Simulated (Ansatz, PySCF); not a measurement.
Lu2H6 in two programs

Lu2H6 (singlet in the valence; each metal's 4f electrons, 14 of them, lie in its core potential, out of spins and levels), relaxed with PySCF 2.14.0, RKS r2SCAN, Lu lcecp-1-SVP with ECP60, H def2-SVP; non-relativistic Hamiltonian with scalar-relativistic core potentials where named; density fitting; no spin-orbit coupling:

```xyz
8

Lu    0.0000    0.0000    1.7168
Lu    0.0000    0.0000   -1.7168
H     1.2410    0.0000    0.0000
H    -1.2410    0.0000    0.0000
H     0.0000    1.6417    2.7725
H     0.0000   -1.6417    2.7725
H     0.0000    1.6417   -2.7725
H     0.0000   -1.6417   -2.7725
```

There the HOMO–LUMO gap is 3.67 eV. The 4f levels lie in the core potential and are missing.

The same geometry by Ansatz 0.2.0 (PBE, PAW with the 4f shell of lanthanides and the 5f shell of actinides in the valence, a periodic box with 9 Å of vacuum):

```json
{"spin-orbit coupling": "without", "gap (eV)": "3.11", "largest force component (eV/Å)": "0.16"}
```

Question: What does the run with spin-orbit coupling give?

Answer: gap (eV): 3.10, largest force component (eV/Å): 0.18. It took 25 s on 2 threads of Arm Neoverse V2 (shared host), peak memory 2.7 GiB.

The spin-orbit runs use fully relativistic datasets of their own, so changes of a few hundredths of an eV needn't come from the coupling.

No frequency check is given that shows the relaxed geometry to be a minimum. An lcecp potential fixes the number of 4f electrons, so in runs with it no electron can move into or out of that shell.

The two programs differ in functional, so their gaps don't test each other.
